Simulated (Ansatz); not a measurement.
What does this script print? It uses Ansatz 0.2.0 through its Python package.

Script `drho_baga2h2.py`:
```python
import ansatz as az
import numpy as np

VECTORS = np.array([
    [4.5286, 0.0, 0.0],
    [-2.2643, 3.921883, 0.0],
    [0.0, 0.0, 4.8991],
])
SITES = [
    ("Ba", (0.0, 0.0, 0.0)),
    ("Ga", (1 / 3, 2 / 3, 0.468)),
    ("Ga", (2 / 3, 1 / 3, 0.532)),
    ("H", (1 / 3, 2 / 3, 0.1232)),
    ("H", (2 / 3, 1 / 3, 0.8768)),
]


def make_crystal(cell):
    crystal = az.Crystal(lattice=az.Lattice.of(cell))
    for symbol, position in SITES:
        crystal = crystal.atom(symbol, position)
    return crystal

def solve(crystal):
    return (
        crystal.calculation()
        .functional("pbesol")
        .occupations("cold", width=0.1)
        .basis(460, grid_basis="typed")
        .kpoints(6, 6, 5)
        .density()
        .run(threads=1)
    )


whole = solve(make_crystal(VECTORS))
difference = whole.density().channels[0].density_e_per_ang3.copy()
binding = whole.report["free_energy_ev"]
for element in ["Ba", "Ga", "H"]:
    part = az.Crystal(lattice=az.Lattice.of(VECTORS))
    for symbol, position in SITES:
        if symbol == element:
            part = part.atom(symbol, position)
    alone = solve(part)
    difference -= alone.density().channels[0].density_e_per_ang3
    binding -= alone.report["free_energy_ev"]
    print(f"{element} sublattice: {alone.report['n_electrons']:g} electrons, {alone.report['n_iterations']} iterations")

voxel = abs(np.linalg.det(VECTORS)) / difference.size
print(f"energy of the crystal less its unpolarised sublattices: {binding / len(SITES):.4f} eV/atom")
print(f"net charge of the difference {difference.sum() * voxel:.5f} e, charge rearranged {0.5 * np.abs(difference).sum() * voxel:.3f} e")
print(f"extremes {difference.min():.4f} and {difference.max():.4f} e/A^3")
for (symbol, position) in SITES:
    index = tuple(int(round(p * n)) % n for p, n in zip(position, difference.shape))
    print(f"  change of the pseudo-density at the grid point nearest {symbol}: {difference[index]:+.4f} e/A^3")
```

```console
$ python drho_baga2h2.py
Ba sublattice: 10 electrons, 5 iterations
Ga sublattice: 26 electrons, 7 iterations
H sublattice: 2 electrons, 5 iterations
energy of the crystal less its unpolarised sublattices: -2.0321 eV/atom
net charge of the difference -0.00000 e, charge rearranged 0.687 e
extremes -0.0693 and 0.5492 e/A^3
  change of the pseudo-density at the grid point nearest Ba: -0.0078 e/A^3
  change of the pseudo-density at the grid point nearest Ga: +0.1250 e/A^3
  change of the pseudo-density at the grid point nearest Ga: +0.1250 e/A^3
  change of the pseudo-density at the grid point nearest H: +0.4998 e/A^3
  change of the pseudo-density at the grid point nearest H: +0.4998 e/A^3
```

Reading the output:
- For a metal this k-point mesh is coarse: on a finer one energies can move by several to tens of meV an atom and pressures by half a GPa or more, differences at one mesh by less.
- The fields are valence quantities on the plane-wave grid; their values near the nuclei depend on the potentials.
- The starting cell is as deposited in a crystallographic database; the results hold for this polymorph, which needn't be the stable one.
- Charge moved counts every rearrangement, bonding and polarisation too, and is no transfer between atoms; the bare sublattices are artificial references. Values near the nuclei depend on the potentials.
- Run time: 8.3 s on 1 thread of Arm Neoverse V1, on a shared host, peak memory 0.43 GiB.
